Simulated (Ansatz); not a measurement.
## TcPt, space group P-6m2: an equation of state with a fit, step by step

Computed with Ansatz 0.2.0 through its Python package.

The cells in order, each with its output:

```python
import warnings

import ansatz as az
import numpy as np
from pymatgen.analysis.eos import EOS
```

```python
XC = "r2SCAN"
CUTOFF = 530
SIGMA = 0.1
TOLERANCE = 1e-10
KMESH = (12, 12, 7)

VECTORS = np.array([
    [2.782706, 0.0, 0.0],
    [-1.391353, 2.409894, 0.0],
    [0.0, 0.0, 4.485865],
])
SITES = [
    ("Tc", (2 / 3, 1 / 3, 0.0)),
    ("Pt", (0.0, 0.0, 0.5)),
]
```

```python
def on_lattice(cell):
    crystal = az.Crystal(lattice=az.Lattice.of(cell))
    for symbol, position in SITES:
        crystal = crystal.atom(symbol, position)
    return crystal

warnings.simplefilter("ignore", az.DeckWarning)

# uniform scaling of the cell
volumes, energies = [], []
for scale in np.linspace(0.88, 1.12, 7):
    cell = VECTORS * scale ** (1 / 3)
    model = (
        on_lattice(cell).calculation()
        .functional(XC)
        .pseudopotentials("paw")
        .basis(CUTOFF)
        .occupations(az.OccupationsMethod.COLD, width=SIGMA)
        .scf(tolerance=TOLERANCE)
        .kpoints(*KMESH)
    )
    data = model.run().report
    volumes.append(abs(np.linalg.det(cell)) / len(SITES))
    energies.append(data["free_energy_ev"] / len(SITES))
    print(f"V = {volumes[-1]:8.4f} A^3/atom  F = {energies[-1]:.5f} eV/atom")

for form in ["pourier_tarantola", "murnaghan", "vinet"]:
    fit = EOS(eos_name=form).fit(volumes, energies)
    print(f"{form:18s} V0 {fit.v0:8.4f} A^3/atom  B0 {fit.b0_GPa:7.1f} GPa  B1 {fit.b1:5.2f}")
```

    V =  13.2362 A^3/atom  F = -8973.11731 eV/atom
    V =  13.8379 A^3/atom  F = -8973.22524 eV/atom
    V =  14.4395 A^3/atom  F = -8973.26726 eV/atom
    V =  15.0412 A^3/atom  F = -8973.25765 eV/atom
    V =  15.6428 A^3/atom  F = -8973.20771 eV/atom
    V =  16.2445 A^3/atom  F = -8973.12640 eV/atom
    V =  16.8461 A^3/atom  F = -8973.02087 eV/atom
    pourier_tarantola  V0  14.6124 A^3/atom  B0   311.3 GPa  B1  4.85
    murnaghan          V0  14.6078 A^3/atom  B0   307.2 GPa  B1  5.13
    vinet              V0  14.6106 A^3/atom  B0   310.0 GPa  B1  4.97

A third-order Birch-Murnaghan fit through the 7 points has its minimum at 14.61 Å³ an atom, 2.9 % below the typed cell, with a bulk modulus of 309 GPa. From that minimum the energy rises by 151.9 meV an atom on the compressed side and 248.3 meV on the expanded side.

Absolute energies stand on the zero of these potentials, so only differences at equal settings mean something. Shape and fractional positions are held along the curve, so the bulk modulus is an upper value where they are free to relax, by a factor of two or more in layered or hydrogen-bonded cells. Spin-orbit coupling, which matters for elements this heavy, is left out. The structure comes from a database of computed cells and needn't be a stable or known phase. Run time: 76 s on 1 thread of Arm Neoverse V2 (shared host), peak memory 0.59 GiB.
